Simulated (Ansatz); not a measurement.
# Sn3GeP: the cost of one run

Method: DFT PBE, scalar-relativistic, plane waves, PAW, unless a step names another level, in Ansatz 0.2.0.

11 further runs of the same task are left out: 2 that didn't finish, 9 set aside as unsound or not needed.

**1. The formula and the candidates**

Pauling electronegativities: Sn 1.96, Ge 2.01, P 2.19 (spread 0.23). No set of common oxidation states balances it. Tabulated atomic sizes suggest about 24 Å³/atom. 20 candidates were drawn, by swapping species into database cells of other compounds, at random by space group and Wyckoff sites, or by hand, as the table says:

```
name                                              made from  space group no.               Wyckoff sites  atoms (primitive cell)  V (Å³/atom)
 c01                                 database cell of NaNO3              167         Sn 18e; Ge 6b; P 6a                      10         26.6
 c02                                                 random              225     Sn 24e; Ge 8c; P 4b, 4a                      10         26.9
 c03                                database cell of MnInO3              194      Sn 4f, 2b; Ge 2d; P 2a                      10         23.1
 c04                                                 random               65      Sn 4g, 2d; Ge 2c; P 2a                       5         28.3
 c05                                                 random              221          Sn 3c; Ge 1b; P 1a                       5         26.4
 c06                                                 random              191          Sn 3f; Ge 1a; P 1b                       5         23.6
 c07                                                 random              123      Sn 2h, 1d; Ge 1c; P 1a                       5         26.2
 c08                                                 random              191          Sn 6i; Ge 2d; P 2c                      10         30.2
 c09                               database cell of CsPdBr3              221          Sn 3d; Ge 1b; P 1a                       5         21.4
 c10                                                 random              221          Sn 3c; Ge 1a; P 1b                       5         29.6
 c11                                database cell of PrBPt3               99      Sn 2c, 1b; Ge 1b; P 1a                       5         23.3
 c12                                 database cell of KNbO3               38      Sn 2b, 4d; Ge 2a; P 2b                       5         20.1
 c13                                                 random              191          Sn 3f; Ge 1b; P 1a                       5         26.0
 c14   built by hand: anti-CaIrO3 (filled Re3B, V3AsC-type)               63      Sn 4c, 8f; Ge 4c; P 4a                      10         23.5
 c15                                                 random              123      Sn 2h, 1a; Ge 1b; P 1d                       5         26.2
 c16                               database cell of CsTlCl3                8      Sn 4b, 2a; Ge 2a; P 2a                       5         25.1
 c17  built by hand: ordered five-layer Sn4P3-like stacking              160  Sn 3a, 3a, 3a; Ge 3a; P 3a                       5         23.5
 c18                    built by hand: cubic antiperovskite              221          Sn 3c; Ge 1a; P 1b                       5         23.5
 c19       built by hand: Cr3AsN-type tilted antiperovskite              140      Sn 4a, 8h; Ge 4b; P 4c                      10         23.5
 c20                                                 random               99  Sn 1a, 1b, 1b; Ge 1a; P 1b                       5         27.8
```

**2. Screening run of c05**

File input.yaml:

```yaml
crystal:
  lattice:
    - [5.09322651, 0.0, 0.0]
    - [0.0, 5.09322651, 0.0]
    - [0.0, 0.0, 5.09322651]
  atoms:
    - { symbol: Sn, position: [0.0, 0.5, 0.5] }
    - { symbol: Sn, position: [0.5, 0.0, 0.5] }
    - { symbol: Sn, position: [0.5, 0.5, 0.0] }
    - { symbol: Ge, position: [0.5, 0.5, 0.5] }
    - { symbol: P, position: [0.0, 0.0, 0.0] }
basis:
  ecutwfc: 420
kpoints:
  mp_grid: { grid: [3, 3, 3] }
hamiltonian:
  xc: pbe
scf:
  occupations: { method: gaussian, width: 0.2 }
  lower_state_search: "off"
output:
  forces: true
  stress: true
  eigenvalues: true
relax:
  adjacent_minimum: "off"
  f_tol: 0.08
  max_steps: 16
  cell: { stress_tol: 0.8 }
```

On the command line:

```console
$ ansatz run input.yaml --threads 1 --pin off --max-ram 2560MiB --backend cpu --events-out ev --progress --plain --runs-dir out
```

**Question.** How long does this run take on 1 thread of Intel Xeon 6975P-C (Granite Rapids), shared host, and how much memory does it need?

About 3.9 s, with a peak of 0.44 GiB.
